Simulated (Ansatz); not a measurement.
# Na2IF: the cost of one run

Program: Ansatz 0.2.0. PAW datasets, plane waves. No spin polarisation and no zero-point or thermal motion; the cell was built from a prototype and may be hypothetical.

## (1) The system as given

The unstrained cell was relaxed with r2SCAN; in each strained cell the atoms were relaxed again with r2SCAN. Names of k-points are those of the unstrained zone, where strain can split equivalent points. First state: +4.7 % equal strain in all directions.

It is trigonal, R-3m (No. 166); a = 4.184 Å, c = 20.137 Å in the conventional setting, 25.44 Å³ an atom. Around F lie 6 Na at 2.73 Å; around I lie 6 Na at 3.19 Å; around Na lie 3 F at 2.73 Å and 3 I at 3.19 Å.

Coordinates:

```
F I Na
1.0
     2.09183    1.20772    6.71227
    -2.09183    1.20772    6.71227
     0.00000   -2.41544    6.71227
F I Na
1 1 2
Direct
  0.00000 0.00000 0.00000
  0.50000 0.50000 0.50000
  0.26988 0.26988 0.26988
  0.73012 0.73012 0.73012
```

## (2) +4.7 % equal strain in all directions: PBE

Input file input.yaml:

```yaml
crystal:
  lattice:
    - [2.091829666, 1.2077184206, 6.7122665057]
    - [-2.091829666, 1.2077184206, 6.7122665057]
    - [0.0, -2.4154368416, 6.7122665056]
  atoms:
    - { symbol: F, position: [1.0, 0.0, 0.0] }
    - { symbol: I, position: [0.5, 0.5, 0.5] }
    - { symbol: Na, position: [0.2698824377, 0.2698824377, 0.2698824377] }
    - { symbol: Na, position: [0.7301175623, 0.7301175623, 0.7301175623] }
kpoints:
  mp_grid: { grid: [8, 8, 8] }
  band_path:
    path:
      - [0.0, 0.0, 0.0]
      - [0.5, 0.5, 0.5]
      - [0.8117508339, 0.1882491661, 0.5]
      - [0.5, -0.1882491661, 0.1882491661]
      - [0.5, 0.0, 0.0]
      - [0.3441245831, -0.3441245831, 0.0]
      - [0.6558754169, 0.0, 0.3441245831]
      - [0.5, 0.0, 0.5]
    npoints: 1
hamiltonian:
  xc: pbe
scf:
  occupations: { method: fermi_dirac, width: 0.02 }
  n_extra_bands: 5
output:
  forces: true
  stress: true
  eigenvalues: true
  write_density: true
  write_potential: true
  elf: true
  volumetric_format: npy
```

Launch:

```
$ ansatz run input.yaml --threads 4 --pin off --max-ram 3686MiB --backend cpu --events-out ev --progress --plain --runs-dir out
```

**Question.** How long does this run take on 4 threads of Arm Neoverse V1, shared host, and how much memory does it need?

About 3.8 s, with a peak of 0.47 GiB.
